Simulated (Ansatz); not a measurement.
# CH2InN: small, medium and large basis sets

How large a basis does CH2InN need? Two functionals are run in growing sets.

Program: Ansatz 0.2.0, Gaussian basis. Level of theory: one geometry, several basis sets. These are calculated values, not measurements.

Levels to be run: PBE0-D4/def2-SVP; ωB97M-V/def2-SVP; PBE0-D4/def2-QZVPP; ωB97M-V/def2-QZVPP; the functionals' def2-TZVPP values are taken from earlier runs.

### Step 1. Structure used throughout

An earlier PBE0-D4 in a triple-zeta def2 set relaxation fixed the geometry. In takes the def2 core potential; no spin-orbit term is included.

5 atoms, charge 0, spin multiplicity 1.

Atoms are counted from 1 here; the program's logs count them from 0.

Bond lengths: N1–C2 1.154 Å, C2–In3 2.136 Å, In3–H4 1.704 Å, In3–H5 1.704 Å. Angles: N1–C2–In3 180.0°, C2–In3–H4 114.4°, C2–In3–H5 114.3°, H4–In3–H5 131.3°.

### Step 2. PBE0-D4 in def2-SVP

in.yaml

```yaml
crystal:
  periodic: [false, false, false]
  atoms:
    - {symbol: N, position_ang: [0.144884, -1.912489, 1.591998]}
    - {symbol: C, position_ang: [0.082211, -1.031395, 0.848949]}
    - {symbol: In, position_ang: [-0.033642, 0.599255, -0.526007]}
    - {symbol: H, position_ang: [-1.022762, 0.305970, -1.881895]}
    - {symbol: H, position_ang: [0.879309, 1.965059, -0.074446]}
basis:
  gaussian: {orbitals: def2-SVP}
hamiltonian: {xc: pbe0, dispersion: d4}
output: {orbitals: {seedname: orbitals}}
```

The runs that follow: ωB97M-V in def2-SVP; PBE0-D4 in def2-QZVPP; ωB97M-V in def2-QZVPP.

Q: Predict the results of all the runs planned. Wanted: PBE0-D4: double and triple zeta above quadruple; ωB97M-V: double and triple zeta above quadruple.

The runs gave:

| quantity | value |
| --- | --- |
| PBE0-D4: double and triple zeta above quadruple | 3.40, 0.18 eV |
| ωB97M-V: double and triple zeta above quadruple | 3.52, 0.17 eV |

For PBE0-D4 the step from double to triple zeta gains 3.22 eV and the next only 0.18 eV. These are total energies; as a rule much of such shifts cancels in differences, which this series doesn't test.
